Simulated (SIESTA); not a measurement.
Runs of SIESTA 5.4.2 on BiTe. Symmetry: Fm-3m, No. 225, cubic system. The conventional cell has a = 6.470 Å, b = 6.470 Å, c = 6.470 Å, α = 90.00°, β = 90.00°, γ = 90.00°. Around Bi (site symmetry m-3m) lie 6 Te at 3.23 Å. Te (site symmetry m-3m) is surrounded by 6 Bi at 3.23 Å. 

```tsv
level	potentials or basis	gap on the mesh (eV)	pressure (GPa)
PBEsol	PseudoDojo 0.4 standard (PBEsol files), TZP (energy shift 0.003 Ry; two zetas on semicore shells)	none	(b)
LDA	PseudoDojo 0.4 standard (LDA files), DZP (energy shift 0.003 Ry; two zetas on semicore shells)	none	-1.9
PBEsol	PseudoDojo 0.4 standard (PBEsol files), DZP (energy shift 0.003 Ry; two zetas on semicore shells)	none	-0.8
PBEsol	PseudoDojo 0.4 standard (PBEsol files), SZP (energy shift 0.003 Ry)	none	-0.2
PBE	PseudoDojo 0.4 standard (PBE files), DZP (energy shift 0.003 Ry; two zetas on semicore shells)	none	(a)
PBEsol	PseudoDojo 0.4 standard (PBEsol files), DZ (energy shift 0.003 Ry; two zetas on semicore shells)	none	-0.7
PBEsol	PseudoDojo 0.4 standard (PBEsol files), TZDP (energy shift 0.003 Ry; two zetas on semicore shells)	none	-1.2
PBEsol	PseudoDojo 0.4 standard (PBEsol files), SZ (energy shift 0.003 Ry)	none	3.1
```

Alike in all rows: task band structure; no spin polarisation; cell as given; k mesh 7 × 7 × 7; smearing fermi-dirac 0.05 eV; grid cutoff 500 Ry; energy shift 0.003 Ry.

Question: Fill in the values left out.

Answer: (a) 1.7; (b) -0.9.

Caveats: spin-orbit coupling is left out, which moves the levels of the heavy elements; the basis of atomic orbitals isn't converged, which shifts pressures, moduli and gaps; the basis has no polarisation orbitals (some runs).

A k mesh can miss the band edges, and the runs leave out spin-orbit coupling on Bi, Te.

A gap of «none» marks a metal or a gap under the smearing width.
